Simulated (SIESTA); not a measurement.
Input of a SIESTA 5.4.2 run:

Contents of AlPt.fdf:

```
SystemName                      AlPt
SystemLabel                     AlPt
NumberOfSpecies                 2
NumberOfAtoms                   8
%block ChemicalSpeciesLabel
  1  78 Pt
  2  13 Al
%endblock ChemicalSpeciesLabel

LatticeConstant                 1.0 Ang
%block LatticeVectors
     4.8789320700     0.0000000000     0.0000000000
     0.0000000000     4.8789320700     0.0000000000
     0.0000000000     0.0000000000     4.8789320700
%endblock LatticeVectors
AtomicCoordinatesFormat         Fractional
%block AtomicCoordinatesAndAtomicSpecies
     0.8449369400     0.6550630600     0.3449369400  1  Pt
     0.6550630600     0.3449369400     0.8449369400  1  Pt
     0.3449369400     0.8449369400     0.6550630600  1  Pt
     0.1550630600     0.1550630600     0.1550630600  1  Pt
     0.1559679000     0.3440321000     0.6559679000  2  Al
     0.3440321000     0.6559679000     0.1559679000  2  Al
     0.6559679000     0.1559679000     0.3440321000  2  Al
     0.8440321000     0.8440321000     0.8440321000  2  Al
%endblock AtomicCoordinatesAndAtomicSpecies

%block kgrid.MonkhorstPack
    6   0   0  0.0
    0   6   0  0.0
    0   0   6  0.0
%endblock kgrid.MonkhorstPack
XC.Functional                   GGA
XC.Authors                      PBEsol
PAO.BasisSize                   DZP
PAO.EnergyShift                 0.003 Ry
Mesh.Cutoff                     800 Ry
OccupationFunction              FD
ElectronicTemperature           0.05 eV
MaxSCFIterations                120
SCF.MustConverge                false
SCF.Mixer.Method                Pulay
SCF.Mixer.Weight                0.25
SCF.Mixer.History               8
SCF.DM.Tolerance                5.0e-05
SCF.H.Tolerance                 1.0e-03 eV
WriteForces                     true
Charge.Mulliken                 end
%block PAO.Basis
  Pt 5
  n=5 0 2
    2.732 0.000
  n=6 0 2
    7.268 0.000
  n=5 1 2
    3.260 0.000
  n=6 1 1
    7.268
  n=5 2 2
    5.669 0.000
%endblock PAO.Basis
```

Potentials or basis: PseudoDojo 0.4 standard (PBEsol files), DZP (energy shift 0.003 Ry; two zetas on semicore shells).

The run is started by

```bash
$ siesta < AlPt.fdf > AlPt.out 2>&1
```

(1) Estimate the largest force.

(2) Predict the band gap on the k mesh.

(3) What does it give for the pressure?

## Answers

(1) 0.031 eV/Å.

(2) none (metal or under the smearing width).

(3) -0.2 GPa.

Caveat: short orbitals over semicore shells can move pressures by several GPa; the basis of atomic orbitals isn't converged, which shifts pressures, moduli and gaps.
